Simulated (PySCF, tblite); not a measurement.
# C₂H₉OSi₂ radical: geometry, infrared bands and EPR parameters

Aim: predict the infrared bands and EPR parameters of C₂H₉OSi₂ radical (`COC[SiH][SiH3]`).

Programs: tblite 0.8.0 and PySCF 2.14.0, with density-fitted response routines of our own. Each step states its level of theory. These are calculated values for one molecule in the gas phase, unless marked as measured. Atoms count from 0, in the outputs and in this text.

### Step 1. The molecule as given

14 atoms, charge 0, multiplicity 2; geometry from: force field or distance geometry start.

Bonds of the start (Å): C0–O1 1.44, O1–C2 1.42, C2–Si3 1.88, Si3–Si4 2.31, C0–H5 1.09, C0–H6 1.09, C0–H7 1.10, C2–H8 1.09, C2–H9 1.09, Si3–H10 1.49, Si4–H11 1.48, Si4–H12 1.48, Si4–H13 1.49.

### Step 2. Optimising the geometry with GFN2-xTB

The job: settings as JSON, then the geometry in Å.

```
{"job": {"kind": "relax", "xc": "GFN2-xTB", "basis": "xTB"}, "charge": 0, "multiplicity": 2}
C      2.180500    -0.020200     1.461800
O      0.953300     0.544700     0.962100
C      0.725000     0.170300    -0.389100
Si    -0.858700     0.862900    -1.137200
Si    -2.648300    -0.158600    -0.098400
H      2.125500    -1.111000     1.429500
H      3.024000     0.348200     0.875000
H      2.306200     0.303500     2.505600
H      1.561100     0.531300    -0.996300
H      0.697000    -0.921200    -0.462200
H     -0.885400     0.605200    -2.600900
H     -2.716000     0.184200     1.340200
H     -2.557100    -1.633000    -0.239300
H     -3.908000     0.293300    -0.747800
```

On the command line:

```sh
OMP_NUM_THREADS=1 python probes_run.py task.json out
```

This one command runs all jobs of the session in turn.

**Question.** This job is followed by: GFN2-xTB harmonic vibrations, gas phase; UKS B3LYP, pcH-1 on C H O Si, non-relativistic, mean-field spin-orbit, GIAO. Predict these results of the whole session: strongest single infrared mode (GFN2-xTB); zero-point energy (GFN2-xTB); g(iso) (B3LYP); ⟨S²⟩; largest a(iso) (averaged by class); surface potential, 1st and 99th percentile.

**Answer**, as computed:

```
                                 quantity                    value
strongest single infrared mode (GFN2-xTB)     782 cm⁻¹, 413 km/mol
             zero-point energy (GFN2-xTB)            62.0 kcal/mol
                           g(iso) (B3LYP)                  2.00403
                                     ⟨S²⟩       0.752 (exact 0.75)
       largest a(iso) (averaged by class)  29Si on Si3, -372.2 MHz
    surface potential, 1st and 99th percentile       -0.97 V and 0.79 V
```

**Reading.** Relaxing lowered the energy by 0.223 eV in 142 steps; the close pair that moved most is C0–O1, from 1.440 to 1.401 Å. No mode is imaginary among the 36: a minimum at this level. The strongest single mode, at 782 cm⁻¹, is carried by H11, H13, H12. Unscaled tight-binding wavenumbers are off by several per cent, some by more. Its intensities can rank the bands wrongly. Most of the unpaired spin sits on Si3 (0.97 e). The isotropic g lies 1.7 ppt above the free-electron value.
